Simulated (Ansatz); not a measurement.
# Cl₂FH₂Si₂ radical: up Jacob's ladder to CCSD(T)

An exercise on one series of results from a longer session: the logs are not shown, and one member is left open.

Method: functionals in def2-TZVPP, the program's frozen cores in correlated methods; program: Ansatz 0.2.0, Gaussian basis.

Plan: LDA (SPW92), PBE-D4, revPBE-D4, BLYP-D4, r2SCAN-D4, B97M-V, PBE0-D4, B3LYP-D4, r2SCANh-D4, r2SCAN0-D4, HSE06-D4, BHLYP-D4, CAM-B3LYP-D4, LC-ωPBE, ωB97X-V, ωB97M-V, B2PLYP, PBE-QIDH; CCSD(T)/def2-SVP; CCSD(T)/def2-TZVPP; MP2/def2-QZVPP; extrapolation to the limit; RPA on PBE.

## The relaxed structure

An earlier PBE0-D4 in a triple-zeta def2 set relaxation fixed the geometry.

SMILES `F[SiH](Cl)[SiH]Cl`, 7 atoms, charge 0, spin multiplicity 2.

Atoms are counted from 1 here; the program's logs count them from 0.

Bond lengths: F1–Si2 1.593 Å, Si2–Cl3 2.044 Å, Si2–Si4 2.334 Å, Si2–H6 1.481 Å, Si4–Cl5 2.057 Å, Si4–H7 1.488 Å. Angles: F1–Si2–Cl3 108.8°, F1–Si2–Si4 108.8°, F1–Si2–H6 107.0°, Cl3–Si2–Si4 106.5°, Cl3–Si2–H6 108.5°, Si4–Si2–H6 117.1°, Si2–Si4–Cl5 110.4°, Si2–Si4–H7 112.8°, Cl5–Si4–H7 108.2°.

Geometry (Å):

```xyz
7

F    -2.0136    0.4377    0.6740
Si   -0.4218    0.4214    0.7208
Cl    0.1752   -0.4291    2.4813
Si    0.3679   -0.9630   -0.9843
Cl    0.1202   -0.0580   -2.8150
H     0.0263    1.8325    0.7044
H     1.8069   -1.3094   -0.8270
```

Set-up of the first run:

in.yaml reads:

```yaml
crystal:
  periodic: [false, false, false]
  atoms:
    - {symbol: F, position_ang: [-2.013649, 0.437658, 0.673977]}
    - {symbol: Si, position_ang: [-0.421759, 0.421357, 0.720823]}
    - {symbol: Cl, position_ang: [0.175244, -0.429111, 2.481319]}
    - {symbol: Si, position_ang: [0.367927, -0.962996, -0.984305]}
    - {symbol: Cl, position_ang: [0.120165, -0.057965, -2.815033]}
    - {symbol: H, position_ang: [0.026264, 1.832533, 0.704405]}
    - {symbol: H, position_ang: [1.806909, -1.309376, -0.826987]}
basis:
  gaussian: {orbitals: def2-TZVPP}
magnetization: {spin_polarized: true, initial_magnetization: 1}
hamiltonian: {xc: lda}
output: {orbitals: {seedname: orbitals}}
```

Steps of the session up to this table: LDA; PBE-D4 (GGA); revPBE-D4 (GGA); BLYP-D4 (GGA); r2SCAN-D4 (meta-GGA); B97M-V (meta-GGA); PBE0-D4 (hybrid); B3LYP-D4 (hybrid); r2SCANh-D4 (hybrid); r2SCAN0-D4 (hybrid); HSE06-D4 (hybrid); BHLYP-D4 (hybrid); CAM-B3LYP-D4 (range-separated); LC-ωPBE-D4 (range-separated; the results give it without D4); ωB97X-V (range-separated); ωB97M-V (range-separated); B2PLYP (double hybrid); PBE-QIDH (double hybrid).

One table of the session follows, with a row left open; its other results are not shown here.

It belongs to the step «Orbital energies across the functionals». 

| functional | HOMO (eV) | LUMO (eV) | gap (eV) |
| --- | --- | --- | --- |
| LDA (SPW92) | -5.53 | -4.55 | 0.99 |
| PBE-D4 | -5.55 | -4.13 | 1.42 |
| revPBE-D4 | -5.53 | -3.99 | 1.54 |
| BLYP-D4 | ? | ? | ? |
| r2SCAN-D4 | -5.91 | -3.76 | 2.16 |
| B97M-V | -5.69 | -4.26 | 1.44 |
| PBE0-D4 | -6.67 | -3.28 | 3.39 |
| B3LYP-D4 | -6.37 | -3.62 | 2.75 |
| r2SCANh-D4 | -6.32 | -3.47 | 2.85 |
| r2SCAN0-D4 | -6.93 | -3.03 | 3.89 |
| HSE06-D4 | -6.27 | -3.66 | 2.61 |
| BHLYP-D4 | -7.58 | -2.48 | 5.09 |
| CAM-B3LYP-D4 | -7.83 | -2.36 | 5.47 |
| LC-ωPBE | -9.26 | -1.02 | 8.24 |
| ωB97X-V | -8.75 | -1.51 | 7.24 |
| ωB97M-V | -8.38 | -1.65 | 6.73 |

**Question.** Estimate the row for BLYP-D4.

Worked estimate for «HOMO (eV)». Against the share of exact exchange, B3LYP-D4 (0.2, -6.37), BHLYP-D4 (0.5, -7.58) give a slope of -4.03 per unit share; at 0 the line stands at -5.56.

The run gave: HOMO (eV): -5.32; LUMO (eV): -4.11; gap (eV): 1.21. In «HOMO (eV)» the line misses by -0.24.
